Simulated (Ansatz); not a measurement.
# GePH (singlet): wave-function methods side by side, cc-pVTZ

An exercise on one series of results from a longer session: the logs are not shown, and one member is left open.

Method: cc-pVTZ, core rule «outside noble gas», up to 19 orbitals frozen; program: Ansatz 0.2.0, Gaussian basis.

The runs, in order: UHF; CCSD(T) on RHF; CCSD(T) on UHF; BCCD(T) on RHF; CCSDT(Q) on RHF; CASSCF and NEVPT2, 10 electrons in 9 orbitals.

12 further runs of the same task are left out: 1 for a known fault of the program, 2 that didn't finish, 9 set aside as unsound or not needed. Runs told in other sessions of the task aren't counted.

## The system

The geometry is a PBE0/def2-TZVP stationary point (not a proven minimum). No spin-orbit coupling is included. The filled d shell of Ge may be among the frozen orbitals whatever the setting's name suggests.

3 atoms, charge 0, spin multiplicity 1.

Atoms are counted from 1 here; the program's logs count them from 0.

Bond lengths: Ge1–P2 2.127 Å, P2–H3 1.472 Å. Angles: Ge1–P2–H3 66.4°.

Set-up of the first run:

File in.yaml:

```yaml
crystal:
  periodic: [false, false, false]
  atoms:
    - {symbol: Ge, position_ang: [0.000000, 0.003202, 0.644587]}
    - {symbol: P, position_ang: [0.000000, -0.050258, -1.481526]}
    - {symbol: H, position_ang: [0.000000, 1.313640, -0.927004]}
basis:
  gaussian: {orbitals: cc-pVTZ}
magnetization: {spin_polarized: true, initial_magnetization: 0}
hamiltonian: {xc: hf}
output: {orbitals: {seedname: orbitals}}
```

On the command line:

```bash
$ ansatz run in.yaml --threads 1 --pin off --events-out ev --progress --plain --max-ram 2393MiB
```

Among the steps run: UHF; CCSD(T) on RHF; CCSD(T) on UHF; BCCD(T) on RHF; CCSDT(Q) on RHF; CASSCF and NEVPT2, 10 electrons in 9 orbitals.

One table of the session follows, with a row left open; its other results are not shown here.

| method | from RCCSDT(Q) (meV) |
| --- | --- |
| RHF | +7701.9 |
| UHF | +7671.2 |
| RMP2 | +1170.3 |
| RCCSD | +506.6 |
| RCCSD(T) | +64.5 |
| BCCD(T) | ? |
| RCCSDT | +38.4 |
| RCCSDT(Q) | 0 |
| CASSCF valence | +5416.1 |
| NEVPT2 valence | +1207.4 |

Q: Estimate the row for BCCD(T) from the others.

As computed: from RCCSDT(Q) (meV): +62.9. In the column «from RCCSDT(Q) (meV)» it lies between RCCSDT (+38.4) and RCCSD(T) (+64.5).

Not comparable, so not listed: CCSD(T) on UHF (they don't share determinant, frozen orbitals or solution with the rows shown, or repeat one).

Caveats from the session: Warnings: restricted reference is unstable; spin contamination.
